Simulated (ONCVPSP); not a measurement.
# An ONCV potential for Zn, from input to tests

Task: generate the file, and judge it by its errors in other configurations, its logarithmic derivatives, its ghosts and its cutoff.

Program: ONCVPSP 4.0.1. Reference atom: LDA (Perdew-Zunger), non-relativistic, spherical and spin-unpolarised. All values are calculated.

### 1 The atom and the settings

The settings as typed:

```
element                 : zinc (Zn, Z = 30)
type                    : optimised norm-conserving Vanderbilt (ONCV)
frozen core             : [Ne]
valence charge          : 20
reference configuration : 3s2 3p6 3d10 4s2
partial waves           : 3s+4s: rc 1.30 bohr, ncon 4, nbas 9, qcut 7.3 1/bohr, 2 projectors; 3p: rc 0.70 bohr, ncon 4, nbas 8, qcut 13.7 1/bohr, 2 projectors, debl 1.4 Ha; 3d: rc 0.90 bohr, ncon 3, nbas 7, qcut 13.6 1/bohr, 2 projectors, debl 2.6 Ha
local potential         : polynomial inside 0.50 bohr (lpopt 5, dvloc0 1 Ha)
core correction         : not asked for
```

The outer shells as boxes (Hund's rule for the drawing; the calculation is spin-unpolarised):

```
[Ne] core
3s [↑↓]
3p [↑↓][↑↓][↑↓]
3d [↑↓][↑↓][↑↓][↑↓][↑↓]
4s [↑↓]
```

An earlier all-electron run gives the scale for the radii.

All-electron outer shells of the reference configuration (LDA (Perdew-Zunger), non-relativistic, ld1.x):

| shell | level (eV) | outermost node (bohr) | outermost maximum (bohr) |
| --- | --- | --- | --- |
| 2p | -997.27 | – | 0.15 |
| 3s | -124.43 | 0.28 | 0.60 |
| 3p | -82.23 | 0.25 | 0.60 |
| 3d | -10.85 | – | 0.56 |
| 4s | -6.07 | 0.86 | 2.11 |
| 4p | -1.28 | 0.93 | 3.04 |

### 2 Generation

Zn.dat reads:

```
# ATOM AND REFERENCE CONFIGURATION
# atsym  z   nc   nv     iexc    psfile
  Zn 30.00    3    4        3      upf
#
#   n    l    f
    1    0    2.00
    2    0    2.00
    2    1    6.00
    3    0    2.00
    3    1    6.00
    3    2   10.00
    4    0    2.00
#
# PSEUDOPOTENTIAL AND OPTIMIZATION
# lmax
    2
#
#   l,   rc,      ep,       ncon, nbas, qcut
    0    1.30    0.00    4    9    7.30
    1    0.70    0.00    4    8   13.70
    2    0.90    0.00    3    7   13.60
#
# LOCAL POTENTIAL
# lloc, lpopt,  rc(5),   dvloc0
    4    5    0.50    1.00
#
# VANDERBILT-KLEINMAN-BYLANDER PROJECTORs
# l, nproj, debl
    0    2    3.10
    1    2    1.40
    2    2    2.60
#
# MODEL CORE CHARGE
# icmod, fcfact, rcfact
    0    0.00    0.00
#
# LOG DERIVATIVE ANALYSIS
# epsh1, epsh2, depsh
   -6.00    5.00    0.04
#
# OUTPUT GRID
# rlmax, drl
    6.00    0.01
#
# TEST CONFIGURATIONS
# ncnf
    4
# nvcnf
#   n    l    f
    4
    3    0    2.00
    3    1    6.00
    3    2   10.00
    4    0    1.00
#
    4
    3    0    2.00
    3    1    6.00
    3    2   10.00
    4    0    0.00
#
    4
    3    0    2.00
    3    1    6.00
    3    2    9.00
    4    0    0.00
#
    4
    3    0    2.00
    3    1    6.00
    3    2    8.00
    4    0    0.00
#
```

Command:

```console
$ oncvpspnr.x < Zn.dat > Zn.out
```

Q: Predict the outcome of this session. Wanted: cutoffs for 1 and 0.1 mHa per electron, occupied waves; bound ghosts; GHOST(+) flags; largest test error; largest phase difference near zero energy, channels read; projector energies reset by the program.

As calculated:

| quantity | value |
| --- | --- |
| cutoffs for 1 and 0.1 mHa per electron, occupied waves | 88 Ha and 239 Ha |
| bound ghosts | none found |
| GHOST(+) flags | s at 162 eV |
| largest test error (AE − PS) | +22 meV, for 3s2 3p6 3d8 4s0 |
| largest phase difference near zero energy, channels read | 0.001 rad |
| projector energies reset by the program | p: -3.022, 0.250 Ha |

The worst unpolarised test, 3s2 3p6 3d8 4s0, is off by 22 meV on 132.1 eV; by total energies transferability rates as good. The potential is very hard: the looser tolerance needs 88 Ha. The tighter tolerance needs 239 Ha, and converged work needs a cutoff nearer that. No bound ghost shows below the valence levels. Near zero energy the phases of the channels with partial waves agree within 0.001 rad. The program also flags highly localised states, GHOST(+) (s).
